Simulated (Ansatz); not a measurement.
I need harmonic frequencies at the relaxed geometry of Cl2HOSi, SMILES O[Si](Cl)Cl. Use Ansatz's Python interface. Use (for the species named): Hartree-Fock, def2-SVP basis, multiplicity 2.

```csv
atom,x (Å),y (Å),z (Å)
O,-0.1001,1.1619,-0.1108
Si,-0.4148,-0.3577,0.3719
Cl,1.3527,-1.3286,0.6819
Cl,-1.4775,-1.1582,-1.1399
H,0.6396,1.6825,0.1968
```

Script `cl2hosi.py`:
```python
# -*- coding: utf-8 -*-
from dataclasses import dataclass
import itertools

import ansatz as az
from ase.data import atomic_numbers, covalent_radii
import numpy as np


@dataclass(frozen=True)
class RunConfig:
    basis_set: str = "def2-SVP"
    xc: str = "hf"


settings = RunConfig()

cl2hosi = (
    az.Crystal.molecule()
    .atom("O", (-0.10005, 1.16192, -0.11078))
    .atom("Si", (-0.41479, -0.35771, 0.37193))
    .atom("Cl", (1.35273, -1.3286, 0.68195))
    .atom("Cl", (-1.47754, -1.15816, -1.1399))
    .atom("H", (0.63964, 1.68255, 0.19679))
)

model = (
    cl2hosi.calculation()
    .basis(gaussian=settings.basis_set)
    .functional(settings.xc)
    .spin("collinear", total=1)
)
symbols = [site.symbol for site in cl2hosi.cartesian_sites]
start = np.array([site.position_ang for site in cl2hosi.cartesian_sites], dtype=float)
summary = model.relax(force_tolerance=0.003).run(threads=1).report
end = np.array(summary["positions_ang"])

radius = [covalent_radii[atomic_numbers[s]] for s in symbols]
span = lambda where, i, j: np.linalg.norm(where[i] - where[j])
bonded = [(i, j) for i, j in itertools.combinations(range(len(symbols)), 2) if min(span(start, i, j), span(end, i, j)) < 1.2 * (radius[i] + radius[j])]
print("pair        before    after (A)")
for i, j in bonded:
    print(f"{symbols[i]}{i}-{symbols[j]}{j}".ljust(10), f"{span(start, i, j):8.4f} {span(end, i, j):8.4f}")

minimum = az.Crystal.molecule()
for symbol, place in zip(symbols, end):
    minimum = minimum.atom(symbol, place.tolist())
vibrating = (
    minimum.calculation()
    .basis(gaussian=settings.basis_set)
    .functional(settings.xc)
    .spin("collinear", total=1)
    .phonons(temperatures=(200, 600, 100))
)
vib = vibrating.run(threads=1).report["vibrations"]
sums = vib["harmonic_sums"]
modes = [m["omega_inv_cm"] for m in sums["modes_at_gamma"] if m["rigid_motion"] == "no"]
for number, w in enumerate(modes, start=1):
    print(f"mode {number:2d} {w:9.1f} 1/cm {w / 8065.544 * 1000:8.2f} meV")
print("imaginary modes:", sum(w < 0 for w in modes), " zero-point energy:", round(sums["zero_point_energy_ev"], 4), "eV")
print("T (K)   F_vib (eV)   S_vib (meV/K)   C_vib (meV/K)")
for row in zip(sums["temperatures_k"], sums["vibrational_free_energy_ev"], vib["entropy_ev_per_k"], vib["heat_capacity_ev_per_k"]):
    print(f"{row[0]:6.1f} {row[1]:11.4f} {1000 * row[2]:13.4f} {1000 * row[3]:15.4f}")
```

```console
$ python cl2hosi.py
pair        before    after (A)
O0-Si1       1.6252   1.6315
O0-H4        0.9554   0.9456
Si1-Cl2      2.0403   2.0728
Si1-Cl3      2.0139   2.0567
mode  1     117.1 1/cm    14.52 meV
mode  2     179.0 1/cm    22.19 meV
mode  3     273.5 1/cm    33.91 meV
mode  4     316.6 1/cm    39.26 meV
mode  5     530.9 1/cm    65.83 meV
mode  6     599.1 1/cm    74.28 meV
mode  7     796.7 1/cm    98.78 meV
mode  8     971.7 1/cm   120.48 meV
mode  9    4193.9 1/cm   519.98 meV
imaginary modes: 0  zero-point energy: 0.4946 eV
T (K)   F_vib (eV)   S_vib (meV/K)   C_vib (meV/K)
 200.0      0.4742        0.2639          0.3404
 300.0      0.4396        0.4251          0.4548
 400.0      0.3898        0.5668          0.5279
 500.0      0.3269        0.6899          0.5742
 600.0      0.2524        0.7975          0.6043
```

The frequencies are harmonic and unscaled, in a modest basis. The run takes the species as open-shell (spin multiplicity 2), which needn't be its ground state. Timing: 37 s on 1 thread of Arm Neoverse V2, with other jobs on the host, peak memory 0.24 GiB.
